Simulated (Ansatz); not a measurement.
**GeH₅ (doublet): wave-function methods side by side at distance H1–H2 along a hydrogen transfer = 0.901 Å, cc-pVTZ**

The task here is to estimate one member of a computed series from the others.

Method: cc-pVTZ, core rule «outside noble gas», up to 14 orbitals frozen; program: Ansatz 0.2.0, Gaussian basis.

To be run: UHF; CCSD(T) on ROHF; CCSD(T) on UHF; BCCD(T) on ROHF; CISD; CCSDT(Q) on ROHF; CCSDT(Q) on UHF; CASSCF and NEVPT2, 3 electrons in 3 orbitals; CASSCF and NEVPT2, 9 electrons in 9 orbitals.

## What is computed

The geometry derives from fragments relaxed apart (PBE0/def2-TZVP) and kept rigid, so it is no stationary point. A hydrogen atom is moved between rigid fragments. No spin-orbit coupling is included. The filled d shell of Ge may be among the frozen orbitals whatever the setting's name suggests; the logs give the count.

6 atoms, charge 0, spin multiplicity 2.

Atoms are counted from 1 here; the program's logs count them from 0.

Bond lengths: H2–Ge3 1.738 Å, Ge3–H4 1.539 Å, Ge3–H5 1.539 Å, Ge3–H6 1.539 Å. Angles: H2–Ge3–H4 107.7°, H2–Ge3–H5 107.7°, H2–Ge3–H6 107.7°, H4–Ge3–H5 111.2°, H4–Ge3–H6 111.2°, H5–Ge3–H6 111.2°.

Set-up of the first run:

Input file in.yaml:

```yaml
crystal:
  periodic: [false, false, false]
  atoms:
    - {symbol: H, position_ang: [-2.600450, 0.000000, -0.000001]}
    - {symbol: H, position_ang: [-1.699450, 0.000000, -0.000001]}
    - {symbol: Ge, position_ang: [0.038550, 0.000000, 0.000000]}
    - {symbol: H, position_ang: [0.507219, -1.465915, 0.000000]}
    - {symbol: H, position_ang: [0.507219, 0.732957, -1.269519]}
    - {symbol: H, position_ang: [0.507219, 0.732957, 1.269520]}
basis:
  gaussian: {orbitals: cc-pVTZ}
magnetization: {spin_polarized: true, initial_magnetization: 1}
hamiltonian: {xc: hf}
output: {orbitals: {seedname: orbitals}}
```

Run with:

```sh
ansatz run in.yaml --threads 1 --pin off --events-out ev --progress --plain --max-ram 7936MiB --backend cpu
```

Among the steps run: UHF; CCSD(T) on ROHF; CCSD(T) on UHF; BCCD(T) on ROHF; CISD; CCSDT(Q) on ROHF; CCSDT(Q) on UHF; CASSCF and NEVPT2, 3 electrons in 3 orbitals; CASSCF and NEVPT2, 9 electrons in 9 orbitals.

One of the session's tables, all rows but one given; the rest of the session is left out.

```
        method  from UCCSDT(Q) (meV)
          ROHF               +5376.0
           UHF               +5180.8
          RMP2               +1028.2
          UMP2               +1050.2
          CISD                +470.1
         RCCSD                +152.7
         UCCSD                +147.0
      RCCSD(T)                 +28.7
      UCCSD(T)                 +26.8
       BCCD(T)                 +28.8
        RCCSDT                  +6.4
        UCCSDT                  +3.4
     RCCSDT(Q)                  +3.2
     UCCSDT(Q)                     0
   CASSCF pair               +4769.8
   NEVPT2 pair               +1017.2
CASSCF valence                     ?
NEVPT2 valence                +966.5
```

**Question.** Estimate the row for CASSCF valence.

As computed: from UCCSDT(Q) (meV): +3515.2. In the column «from UCCSDT(Q) (meV)» it lies between UMP2 (+1050.2) and CASSCF pair (+4769.8).

To keep in mind: Restricted and unrestricted rows rest on different reference determinants; where their highest levels disagree by more than a few hundredths of an eV, they describe different states and don't form one ladder.
